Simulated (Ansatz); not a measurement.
What does this script print? It uses Ansatz's Python interface.

`ch5bbrnsi_methods.py`
```python
# -*- coding: utf-8 -*-
"""One geometry of CH5BBrNSi, method by method."""

from pathlib import Path

import ansatz as az
from ase import Atoms
import numpy as np

BASIS = "def2-SVP"

atoms = Atoms(["C", "N", "B", "Si", "Br", "H", "H", "H", "H", "H"], positions=[
    (-0.7095, 0.8605, 1.5679),
    (-0.3832, 1.4669, 0.4633),
    (0.1662, 0.7301, -0.7405),
    (0.5221, -1.1973, -0.7609),
    (0.7357, 1.7675, -2.3615),
    (-0.6885, -0.1517, 1.7046),
    (-1.1341, 1.5159, 2.3621),
    (1.0646, -1.5927, -2.055),
    (-0.8483, -1.8522, -0.5316),
    (1.3581, -1.5982, 0.3545),
])
ch5bbrnsi = az.Crystal.molecule_from_ase(atoms)

job = ch5bbrnsi.calculation().basis(gaussian=BASIS)

print("functional    E (Ha)        dipole (D)   HOMO (eV)  LUMO (eV)")
for name in ["pbe0", "blyp", "hse06", "revpbe", "lda"]:
    data = job.functional(name).forces().orbitals().run(runs_dir="runs").report
    lines = Path(data["orbitals_path"]).read_text().splitlines()
    field_of = lambda key: [line.split("=")[1].strip() for line in lines if line.startswith(key)]
    orbitals = [(27.211386 * float(e), s, float(n)) for e, s, n in zip(field_of("Ene="), field_of("Spin="), field_of("Occup="))]
    homo = max(e for e, _, n in orbitals if n > 0.5)
    lumo = min(e for e, _, n in orbitals if n < 0.5)
    dipole = 4.803205 * np.linalg.norm(data["charge_distribution"]["dipole_moment_e_ang"])
    print(f"{name:10s} {data['free_energy_ev'] / 27.211386246:14.6f} {dipole:9.3f} {homo:11.3f} {lumo:10.3f}")
```

```console
$ python ch5bbrnsi_methods.py
functional    E (Ha)        dipole (D)   HOMO (eV)  LUMO (eV)
pbe0         -2983.289377     2.655      -7.052     -2.951
blyp         -2983.825179     2.181      -5.465     -3.575
hse06        -2983.280582     2.646      -6.652     -3.331
revpbe       -2983.545251     2.287      -5.589     -3.742
lda          -2978.014284     2.275      -5.719     -4.041
```

Caveats:
- Total energies depend on the basis set; only differences at equal settings carry meaning.
- The geometry is a force-field or estimated start, not a minimum of this method, and the basis set is short of its limit. A lower total doesn't mark the better method: functionals have no common bound, and MP2 and coupled cluster aren't variational.
- Levels such as HOMO and LUMO are orbital energies: with these approximate functionals they aren't the ionisation energy and electron affinity, and their gap isn't the fundamental gap.
- hse06 follows the composition of plane-wave codes, whose totals differ by tens of mHa, up to about 0.1 Ha, from the form usual in Gaussian-basis programs (wpbeh).
- It ran for 13 s on 1 thread of Intel(R) Xeon(R) 6975P-C (Granite Rapids), with other jobs on the host, peak memory 0.36 GiB.
